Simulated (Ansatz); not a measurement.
# FH₂NSn: a ladder of functionals and wavefunction methods

One table from this session's results is given with a row withheld; the runs are named, their logs left out.

Program: Ansatz 0.2.0, Gaussian basis. Level of theory: functionals in def2-TZVPP, the program's frozen cores in correlated methods. These are calculated values, not measurements.

Levels to be run: LDA (SPW92), PBE-D4, revPBE-D4, BLYP-D4, r2SCAN-D4, B97M-V, PBE0-D4, B3LYP-D4, r2SCANh-D4, r2SCAN0-D4, HSE06-D4, BHLYP-D4, CAM-B3LYP-D4, LC-ωPBE, ωB97X-V, ωB97M-V, B2PLYP, PBE-QIDH; CCSD(T)/def2-SVP; CCSD(T)/def2-TZVPP; MP2/def2-QZVPP; extrapolation to the limit; RPA on PBE.

## The geometry

All runs share one geometry, relaxed beforehand with PBE0-D4 in a triple-zeta def2 set. Sn takes the def2 core potential; no spin-orbit term is included.

5 atoms, charge 0, spin multiplicity 1.

Atoms are counted from 1 here; the program's logs count them from 0.

Bond lengths: N1–Sn2 2.003 Å, N1–H4 1.008 Å, N1–H5 1.010 Å, Sn2–F3 1.951 Å. Angles: Sn2–N1–H4 126.2°, Sn2–N1–H5 121.8°, H4–N1–H5 112.0°, N1–Sn2–F3 92.0°.

Set-up of the first run:

Input file in.yaml:

```yaml
crystal:
  periodic: [false, false, false]
  atoms:
    - {symbol: N, position_ang: [-0.302943, 0.495514, -0.393332]}
    - {symbol: Sn, position_ang: [0.338932, -0.053665, 1.423233]}
    - {symbol: F, position_ang: [0.966948, -1.775887, 0.754336]}
    - {symbol: H, position_ang: [-0.746802, 1.369304, -0.629108]}
    - {symbol: H, position_ang: [-0.206235, -0.108867, -1.196629]}
basis:
  gaussian: {orbitals: def2-TZVPP}
hamiltonian: {xc: lda}
output: {orbitals: {seedname: orbitals}}
```

Steps of the session up to this table: LDA; PBE-D4 (GGA); revPBE-D4 (GGA); BLYP-D4 (GGA); r2SCAN-D4 (meta-GGA); B97M-V (meta-GGA); PBE0-D4 (hybrid); B3LYP-D4 (hybrid); r2SCANh-D4 (hybrid); r2SCAN0-D4 (hybrid); HSE06-D4 (hybrid); BHLYP-D4 (hybrid); CAM-B3LYP-D4 (range-separated); LC-ωPBE-D4 (range-separated; the results give it without D4); ωB97X-V (range-separated); ωB97M-V (range-separated); B2PLYP (double hybrid); PBE-QIDH (double hybrid).

One of the session's tables, all rows but one given; the rest of the session is left out.

It belongs to the step «Frontier levels by functional». 

```
  functional  HOMO (eV)  LUMO (eV)  gap (eV)
 LDA (SPW92)      -6.49      -2.76      3.73
      PBE-D4          ?          ?         ?
   revPBE-D4      -6.18      -2.43      3.75
     BLYP-D4      -6.13      -2.47      3.66
   r2SCAN-D4      -6.56      -2.45      4.11
      B97M-V      -6.52      -2.46      4.06
     PBE0-D4      -7.59      -1.87      5.72
    B3LYP-D4      -7.34      -2.11      5.23
  r2SCANh-D4      -7.06      -2.20      4.86
  r2SCAN0-D4      -7.80      -1.83      5.98
    HSE06-D4      -7.18      -2.23      4.95
    BHLYP-D4      -8.72      -1.20      7.52
CAM-B3LYP-D4      -8.99      -0.97      8.01
     LC-ωPBE     -10.17       0.11     10.27
     ωB97X-V      -9.89       0.02      9.91
     ωB97M-V      -9.85      -0.14      9.71
```

Q: Estimate the row for PBE-D4 from the others.

As computed: HOMO (eV): -6.26; LUMO (eV): -2.52; gap (eV): 3.74. In the column «HOMO (eV)» it lies between LDA (SPW92) (-6.49) and revPBE-D4 (-6.18).
